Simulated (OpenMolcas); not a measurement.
# Co²⁺ with 4 ligands (sulfide): CASSCF and CASPT2 levels and susceptibility

Aim: the ligand-field states of Co²⁺ in this surrounding, its lowest levels with spin-orbit coupling and its magnetic susceptibility.

The numbers are computed with OpenMolcas 26.06 (state-averaged CASSCF and CASPT2, spin-orbit coupling by RASSI with atomic mean-field integrals), except any that are marked as measured or tabulated.

## Step 1: The atom as given

- Species: Co²⁺ (cobalt, Z = 27, 25 electrons)
- Basis: ANO-RCC-VDZP [5s4p2d1f], 106 functions with the ligands
- Scalar Hamiltonian: DKH2, point nucleus
- Inactive shells: 1s 2s 2p 3s 3p of the metal, and all ligand shells
- Active space: 7 electrons in 5 orbitals (3d)
- Some configurations of this space: 3d⁷
- Orbitals: optimised for each spin and parity, averaged over all roots

The outer shells:

3d7
```
3d [↑↓][↑↓][↑ ][↑ ][↑ ]
```

Co²⁺ is taken with 4 ligands (sulfide) in tetrahedron coordination (Td) at 2.36 Å. A charge of +1.5 e stands 2.8 Å behind each ligand. Ligand basis ANO-RCC-VDZP. The distances are assumed, not relaxed.

```xyz
5

Co    0.0000    0.0000    0.0000
S     1.3625    1.3625    1.3625
S     1.3625   -1.3625   -1.3625
S    -1.3625    1.3625   -1.3625
S    -1.3625   -1.3625    1.3625
```

Each step is its own input file, run in one work folder so that later steps find the files of earlier ones. Labels, J, g values, rates, χT and fits are worked out afterwards by a script from the matrices that RASSI stores.

## Step 2: Basis and integrals

Contents of a.inp:

```
&GATEWAY
Coord
5

Co 0.0 0.0 0.0
S 1.362547 1.362547 1.362547
S 1.362547 -1.362547 -1.362547
S -1.362547 1.362547 -1.362547
S -1.362547 -1.362547 1.362547
Basis=Co.ANO-RCC-VDZP,S.ANO-RCC-VDZP
Group=NoSym
NoMove
AngMom=0.0 0.0 0.0
AMFI
RICD
XField
4 Angstrom 0
2.979128 2.979128 2.979128 1.500000
2.979128 -2.979128 -2.979128 1.500000
-2.979128 2.979128 -2.979128 1.500000
-2.979128 -2.979128 2.979128 1.500000
&SEWARD
```

Run with:

```
OMP_NUM_THREADS=1 MOLCAS_MEM=2457 MOLCAS_PROJECT=a pymolcas a.inp > a.log
```

## Step 3: Reference wave functions, quartets, 10 roots

Contents of a.inp:

```
&RASSCF
FileOrb=start.orb
Symmetry=1
Spin=4
nActEl=7 0 0
Inactive=45
Ras2=5
CIRoot=10 10 1
SDav=10
CIMx=300
Iter=150 100
PrWF=0.3
OrbListing=Nothing
MaxOrb=0
LevShft=1.0
>>> COPY $Project.JobIph JOB001
```

start.orb holds start orbitals that the driver prepared beforehand, or those of the step before.

## Step 4: Reference wave functions, doublets, 40 roots

Contents of a.inp:

```
&RASSCF
FileOrb=start.orb
Symmetry=1
Spin=2
nActEl=7 0 0
Inactive=45
Ras2=5
CIRoot=40 40 1
SDav=40
CIMx=300
Iter=150 100
PrWF=0.3
OrbListing=Nothing
MaxOrb=0
LevShft=1.0
>>> COPY $Project.JobIph JOB002
```

## Step 5: State interaction with spin-orbit coupling

Contents of a.inp:

```
&RASSI
NrOfJobIphs=2 10 40
1 2 3 4 5 6 7 8 9 10
1 2 3 4 5 6 7 8 9 10 11 12 13 14 15 16 17 18 19 20 21 22 23 24 25 26 27
28 29 30 31 32 33 34 35 36 37 38 39 40
IphNames
JOB001
JOB002
EJob
SpinOrbit
DIPRint=1.0
SOCoupling=1000.0
Subsets=2
Property=9
'ANGMOM' 1 'ANGMOM' 2 'ANGMOM' 3 'MLTPL  1' 1 'MLTPL  1' 2 'MLTPL  1' 3
'AMFI' 1 'AMFI' 2 'AMFI' 3
SOProperty=3
'ANGMOM' 1 'ANGMOM' 2 'ANGMOM' 3
```

## Step 6: CASPT2: IPEA 0.25, imaginary shift 0.1 (closed shells correlated: 3s 3p of the metal, with ligand shells; the Frozen line counts the rest)

Contents of a.inp:

```
>>> COPY JOB001 $Project.JobIph
&CASPT2
Multistate=10 1 2 3 4 5 6 7 8 9 10
NoMult
Frozen=25
IPEA=0.25
Imaginary=0.1
MaxIter=60
WThr=0.0 0.3 0.05
PrWF=0.5
NoMix
>>> COPY JOB002 $Project.JobIph
&CASPT2
Multistate=40 1 2 3 4 5 6 7 8 9 10 11 12 13 14 15 16 17 18 19 20 21 22
23 24 25 26 27 28 29 30 31 32 33 34 35 36 37 38 39 40
NoMult
Frozen=25
IPEA=0.25
Imaginary=0.1
MaxIter=60
WThr=0.0 0.3 0.05
PrWF=0.5
NoMix
```

(Steps that only read results are left out.)

**Question.** What will these runs give? Wanted: spin-free ground state; first state of the same spin within the active space; lowest level; next level.

As calculated:

| quantity | value |
| --- | --- |
| method | SS-CASPT2, IPEA 0.25, imaginary shift 0.1 (closed shells correlated: 3s 3p of the metal, with ligand shells; the Frozen line counts the rest) |
| spin-free ground state | 4A2, 1-fold in its orbital part |
| first state of the same spin within the active space | 4T2 at 1070 cm⁻¹ |
| lowest level | 4-fold Γ8 |
| next level | 1004.6 cm⁻¹ |
| χT at 300 K | 4.01 cm³ K/mol |
| effective moment at 300 K | 5.66 μB |

Cost by method:

```
                                              method  time of its own steps  time with the reference
                                           A. CASSCF                   34 s                     34 s
B. SS-CASPT2, IPEA 0.25, imaginary shift 0.1, +3s 3p                3.2 min                  3.8 min
```

Times are of one thread on a shared host.

**Reading.** The spin-free ground state (4A2) comes to 100 % from free-ion F terms and keeps the highest spin of the shell. χT at 300 K is 4.01, against 1.88 cm³ K/mol for the spin alone, so orbital moment adds to it. CASPT2 does not keep the components of a term degenerate, and the means are used. The bonds are covalent and no ligand orbital is active, so the numbers are rough. Bare point charges leave oxide and sulfide ligands too diffuse, so the field comes out too small. With one d shell, CASPT2 may overshoot the field of a late 3d ion.
